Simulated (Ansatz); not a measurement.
# CH₅OSbSi, SMILES [SbH2][CH]1O[SiH2]1: a ladder of methods at one geometry

With Ansatz 0.2.0 through its Python package.

Typed at the interpreter:
```pycon
>>> import ansatz as az
>>> molecule = (
...     az.Crystal.molecule()
...     .atom('Sb', [-1.192, 1.1569, -1.0106])
...     .atom('C', [0.1916, -0.3827, -0.6727])
...     .atom('O', [1.1234, -0.0043, 0.215])
...     .atom('Si', [0.1286, -1.1418, 0.9885])
...     .atom('H', [-0.0287, 2.1651, -1.8726])
...     .atom('H', [-0.8815, 1.9883, 0.5187])
...     .atom('H', [0.6307, -1.0173, -1.4769])
...     .atom('H', [0.8238, -2.3883, 1.2262])
...     .atom('H', [-0.7075, -0.4223, 2.0672])
... )
>>> setup = molecule.calculation().basis(gaussian='def2-SVP')
>>> methods = ['mp2', 'ccsd', 'ccsd_t']
>>> reports = [setup.correlation(m).run(threads=1, backend='cpu').report for m in methods]
>>> print(f'Hartree-Fock reference {reports[0]["reference_energy_ev"] / 27.211386246:.6f} Ha')
Hartree-Fock reference -643.550572 Ha
>>> best = reports[-1]['free_energy_ev'] - reports[-1]['reference_energy_ev']
>>> for method, each in zip(methods, reports):
...     gained = each['free_energy_ev'] - each['reference_energy_ev']
...     print(f'{method:8s} total {each["free_energy_ev"] / 27.211386246:.6f} Ha  correlation {gained:9.4f} eV  ({100 * gained / best:.1f} % of the last)')
...
mp2      total -644.093549 Ha  correlation  -14.7751 eV  (89.5 % of the last)
ccsd     total -644.137947 Ha  correlation  -15.9833 eV  (96.8 % of the last)
ccsd_t   total -644.157344 Ha  correlation  -16.5111 eV  (100.0 % of the last)
```

Reading the output:
- Total energies depend on the basis set; only differences at equal settings carry meaning.
- The geometry is a force-field or estimated start, not a minimum of this method, and the basis set is short of its limit. A lower total doesn't mark the better method: functionals have no common bound, and MP2 and coupled cluster aren't variational.
- def2 sets replace the cores of elements past krypton by effective core potentials.
- Inner cores stay frozen; a filled d shell under the valence of the heavier atoms is correlated with it.
- Wall time of the script: 26 s on 1 thread of Intel(R) Xeon(R) Processor @ 2.30GHz, on a shared host, peak memory 0.51 GiB.
